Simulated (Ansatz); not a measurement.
# C₂H₆OSn: taking an electron away

The task here is to estimate one member of a computed series from the others.

Method: unrestricted cation, the program's frozen cores in correlated methods; program: Ansatz 0.2.0, Gaussian basis.

Plan: UKS PBE-D4/def2-TZVPP; UKS r2SCAN-D4/def2-TZVPP; UKS PBE0-D4/def2-TZVPP; UKS B3LYP-D4/def2-TZVPP; UKS wB97X-V/def2-TZVPP; UKS wB97M-V/def2-TZVPP; UKS B2PLYP/def2-TZVPP; UHF-CCSD(T)/def2-TZVPP; UHF-MP2/def2-QZVPP; extrapolation to the limit; then −ε(HOMO) from the neutral's earlier runs with LDA (SPW92), PBE-D4, revPBE-D4, BLYP-D4, r2SCAN-D4, B97M-V, PBE0-D4, B3LYP-D4, r2SCANh-D4, r2SCAN0-D4, HSE06-D4, BHLYP-D4, CAM-B3LYP-D4, LC-ωPBE, ωB97X-V, ωB97M-V.

### The relaxed structure

An earlier PBE0-D4 in a triple-zeta def2 set relaxation fixed the geometry. Sn takes the def2 core potential; no spin-orbit term is included.

SMILES `C[CH2][Sn][OH]`, 10 atoms, charge 0, spin multiplicity 1.

Atoms are counted from 1 here; the program's logs count them from 0.

Bond lengths: C1–C2 1.519 Å, C1–H5 1.095 Å, C1–H6 1.095 Å, C1–H7 1.095 Å, C2–Sn3 2.211 Å, C2–H8 1.098 Å, C2–H9 1.098 Å, Sn3–O4 1.983 Å, O4–H10 0.962 Å. Angles: C2–C1–H5 111.8°, C2–C1–H6 112.4°, C2–C1–H7 111.8°, H5–C1–H6 106.6°, H5–C1–H7 107.3°, H6–C1–H7 106.6°, C1–C2–Sn3 116.9°, C1–C2–H8 111.0°, C1–C2–H9 111.0°, Sn3–C2–H8 106.1°, Sn3–C2–H9 106.0°, H8–C2–H9 105.1°, C2–Sn3–O4 96.8°, Sn3–O4–H10 114.6°.

Coordinates:

```xyz
10

C    -0.8139    0.5563    0.0730
C    -0.0625   -0.4916    0.8768
Sn    1.7850   -1.3066   -0.0228
O     1.7264   -0.2336   -1.6898
H    -1.1373    0.1684   -0.8983
H    -1.7154    0.9077    0.5852
H    -0.1978    1.4409   -0.1177
H    -0.7031   -1.3566    1.0912
H     0.2266   -0.0996    1.8604
H     0.9752    0.3636   -1.7549
```

Set-up of the first run:

Contents of in.yaml:

```yaml
crystal:
  periodic: [false, false, false]
  atoms:
    - {symbol: C, position_ang: [-0.813880, 0.556250, 0.072989]}
    - {symbol: C, position_ang: [-0.062488, -0.491612, 0.876763]}
    - {symbol: Sn, position_ang: [1.785027, -1.306627, -0.022752]}
    - {symbol: O, position_ang: [1.726408, -0.233575, -1.689827]}
    - {symbol: H, position_ang: [-1.137301, 0.168373, -0.898349]}
    - {symbol: H, position_ang: [-1.715442, 0.907721, 0.585189]}
    - {symbol: H, position_ang: [-0.197830, 1.440894, -0.117736]}
    - {symbol: H, position_ang: [-0.703089, -1.356624, 1.091230]}
    - {symbol: H, position_ang: [0.226589, -0.099639, 1.860391]}
    - {symbol: H, position_ang: [0.975205, 0.363638, -1.754899]}
basis:
  gaussian: {orbitals: def2-TZVPP}
total_charge: 1
magnetization: {spin_polarized: true, initial_magnetization: 1}
hamiltonian: {xc: pbe, dispersion: d4}
```

The run is started by

```sh
ansatz run in.yaml --threads 2 --pin off --events-out ev --progress --plain --max-ram 32768MiB --backend cpu
```

Among the steps run: Cation, UKS PBE-D4/def2-TZVPP; Cation, UKS r2SCAN-D4/def2-TZVPP; Cation, UKS PBE0-D4/def2-TZVPP; Cation, UKS B3LYP-D4/def2-TZVPP; Cation, UKS wB97X-V/def2-TZVPP; Cation, UKS wB97M-V/def2-TZVPP; Cation, UKS B2PLYP (frozen core)/def2-TZVPP; Cation, UHF-CCSD(T)/def2-TZVPP; Cation, UHF-MP2/def2-QZVPP.

One of the session's tables, all rows but one given; the rest of the session is left out.

Orbital estimates, from the neutral's runs:

| functional | −ε(HOMO) (eV) |
| --- | --- |
| LDA (SPW92) | 5.40 |
| PBE-D4 | 5.23 |
| revPBE-D4 | 5.17 |
| BLYP-D4 | 5.11 |
| r2SCAN-D4 | ? |
| B97M-V | 5.40 |
| PBE0-D4 | 6.25 |
| B3LYP-D4 | 6.09 |
| r2SCANh-D4 | 5.84 |
| r2SCAN0-D4 | 6.41 |
| HSE06-D4 | 5.86 |
| BHLYP-D4 | 7.17 |
| CAM-B3LYP-D4 | 7.50 |
| LC-ωPBE | 8.70 |
| ωB97X-V | 8.40 |
| ωB97M-V | 8.32 |

Q: Estimate the row for r2SCAN-D4 from the others.

Worked estimate for «−ε(HOMO) (eV)». Against the share of exact exchange, r2SCANh-D4 (0.1, 5.84), r2SCAN0-D4 (0.25, 6.41) give a slope of 3.80 per unit share; at 0 the line stands at 5.46.

The run gave: −ε(HOMO) (eV): 5.46. In «−ε(HOMO) (eV)» the line misses by 0.00.
